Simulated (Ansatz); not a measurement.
# Au3ClO: the cost of one run

Method: DFT PBE, scalar-relativistic, plane waves, PAW, in Ansatz 0.2.0.

3 further runs of the same task are left out: 3 set aside as unsound or not needed.

## Step 1: Starting point

It takes space group Pm-3m (No. 221, cubic). Conventional cell: a = 4.555 Å, b = 4.555 Å, c = 4.555 Å, α = 90.00°, β = 90.00°, γ = 90.00°. Au (site symmetry 4/mmm) is surrounded by 2 O at 2.28 Å and 8 Au at 3.22 Å and 4 Cl at 3.22 Å. Cl (site symmetry m-3m) is surrounded by 12 Au at 3.22 Å. O (site symmetry m-3m) has 6 Au at 2.28 Å as nearest neighbours.

As a file:

```
CELL_PARAMETERS angstrom
4.55497 0.00000 0.00000
0.00000 4.55497 0.00000
0.00000 0.00000 4.55497
ATOMIC_POSITIONS crystal
Au 0.00000 0.50000 0.50000
Au 0.50000 0.00000 0.50000
Au 0.50000 0.50000 0.00000
Cl 0.00000 0.00000 0.00000
O 0.50000 0.50000 0.50000
```

This is a trial structure built by rule; it need not be a known or stable form of this composition.

This cell was relaxed beforehand with the same method: volume 18.90 Å³/atom, gap on the mesh none (metal).

It is a trial structure (swap of Li by Au in Li3ClO), so another structure or a mixture of phases may lie lower.

## Step 2: Optical spectrum

input.yaml

```yaml
crystal:
  lattice:
    - [4.5549719014, 0.0, 0.0]
    - [0.0, 4.5549719014, 0.0]
    - [0.0, 0.0, 4.5549719014]
  atoms:
    - { symbol: Au, position: [0.0, 0.5, 0.5] }
    - { symbol: Au, position: [0.5, 0.0, 0.5] }
    - { symbol: Au, position: [0.5, 0.5, 0.0] }
    - { symbol: Cl, position: [0.0, 0.0, 0.0] }
    - { symbol: O, position: [0.5, 0.5, 0.5] }
basis:
  ecutwfc: 420
kpoints:
  mp_grid: { grid: [8, 8, 8] }
hamiltonian:
  xc: pbe
scf:
  occupations: { method: fermi_dirac, width: 0.15 }
  n_extra_bands: 20
output:
  eigenvalues: true
  optics: { e_range: [0, 14], sigma: 0.1, nscf_kmesh: { grid: [14, 14, 14] } }
checkpoint:
  read: start.run
  write: ck
  compress: false
  write_wavefunctions: false
  write_every: 100000
```

What time and memory should one allow on 1 thread of an Arm CPU, shared host?

About 2.7 min, with a peak of 1.7 GiB.
